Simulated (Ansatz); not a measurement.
# CH₈GeSi₂: geometry optimisation

Aim: relax CH₈GeSi₂ at this level.

Program: Ansatz 0.2.0. Level of theory: RKS PBE-D4/def2-SVPD. These are calculated values, not measurements.

1 further run of the same task is left out (set aside as unsound or not needed).

### 1 The system as given

12 atoms, charge 0, spin multiplicity 1.

Atoms are counted from 1 here; the program's logs count them from 0.

Bond lengths: Si1–C2 1.871 Å, Si1–H5 1.506 Å, Si1–H6 1.507 Å, Si1–H7 1.508 Å, C2–Si3 1.908 Å, C2–Ge4 2.040 Å, C2–H8 1.106 Å, Si3–Ge4 2.317 Å, Si3–H9 1.498 Å, Si3–H10 1.498 Å, Ge4–H11 1.541 Å, Ge4–H12 1.541 Å. Angles: C2–Si1–H5 111.7°, C2–Si1–H6 108.7°, C2–Si1–H7 112.0°, H5–Si1–H6 108.1°, H5–Si1–H7 108.4°, H6–Si1–H7 107.9°, Si1–C2–Si3 118.7°, Si1–C2–Ge4 116.4°, Si1–C2–H8 113.7°, Si3–C2–Ge4 71.8°, Si3–C2–H8 115.8°, Ge4–C2–H8 114.0°, C2–Si3–Ge4 56.7°, C2–Si3–H9 117.2°, C2–Si3–H10 116.7°, Ge4–Si3–H9 119.8°, Ge4–Si3–H10 121.3°, H9–Si3–H10 113.4° and more.

Coordinates:

```xyz
12
CH8GeSi2
Si   -1.35878    1.11925    0.03719
C    -0.43896   -0.50984    0.00873
Si    1.06947   -0.73207    1.15590
Ge    1.23765   -0.58475   -1.15029
H    -2.14610    1.33525   -1.22777
H    -0.35675    2.23736    0.16131
H    -2.30476    1.21361    1.20728
H    -1.09860   -1.39144   -0.09660
H     1.22694   -2.06066    1.82986
H     1.42074    0.42754    2.03721
H     1.30890   -1.84530   -2.03431
H     1.51734    0.73585   -1.89451
```

### 2 Relaxation

input.yaml reads:

```yaml
crystal:
  periodic: [false, false, false]
  atoms:
    - { symbol: Si, position_ang: [-1.35878, 1.119248, 0.037194] }
    - { symbol: C, position_ang: [-0.438957, -0.509838, 0.00873] }
    - { symbol: Si, position_ang: [1.06947, -0.732071, 1.1559] }
    - { symbol: Ge, position_ang: [1.237655, -0.584751, -1.150286] }
    - { symbol: H, position_ang: [-2.146104, 1.335254, -1.227768] }
    - { symbol: H, position_ang: [-0.356747, 2.237361, 0.161306] }
    - { symbol: H, position_ang: [-2.304758, 1.21361, 1.207276] }
    - { symbol: H, position_ang: [-1.098598, -1.391437, -0.096596] }
    - { symbol: H, position_ang: [1.226939, -2.060658, 1.829859] }
    - { symbol: H, position_ang: [1.42074, 0.427539, 2.037212] }
    - { symbol: H, position_ang: [1.308903, -1.845304, -2.034315] }
    - { symbol: H, position_ang: [1.517338, 0.735846, -1.894512] }
basis:
  gaussian: { orbitals: def2-SVPD }
hamiltonian:
  xc: pbe
  dispersion: d4
output:
  forces: true
relax:
  f_tol: 0.003
  max_steps: 120
```

On the command line:

```sh
ansatz run input.yaml --threads 1 --pin off --max-ram 2560MiB --backend cpu --events-out ev --progress --plain --runs-dir out
```

What does the calculation give? Wanted: energy gained; root mean square move; dipole moment.

**Answer**, as computed:

```
             quantity      value
        energy gained  0.0002 eV
root mean square move    0.019 Å
        dipole moment     0.95 D
```

**Reading.** Bond lengths: Si1–C2 1.871 Å, Si1–H5 1.506 Å, Si1–H6 1.506 Å, Si1–H7 1.508 Å, C2–Si3 1.908 Å, C2–Ge4 2.040 Å, C2–H8 1.106 Å, Si3–Ge4 2.317 Å, Si3–H9 1.498 Å, Si3–H10 1.498 Å, Ge4–H11 1.541 Å, Ge4–H12 1.541 Å. Angles: C2–Si1–H5 111.5°, C2–Si1–H6 108.8°, C2–Si1–H7 112.1°, H5–Si1–H6 108.1°, H5–Si1–H7 108.3°, H6–Si1–H7 107.8°, Si1–C2–Si3 119.4°, Si1–C2–Ge4 116.5°, Si1–C2–H8 113.6°, Si3–C2–Ge4 71.8°, Si3–C2–H8 115.4°, Ge4–C2–H8 113.8°, C2–Si3–Ge4 56.8°, C2–Si3–H9 117.0°, C2–Si3–H10 116.9°, Ge4–Si3–H9 119.8°, Ge4–Si3–H10 121.3°, H9–Si3–H10 113.4° and more. No frequencies were computed here.
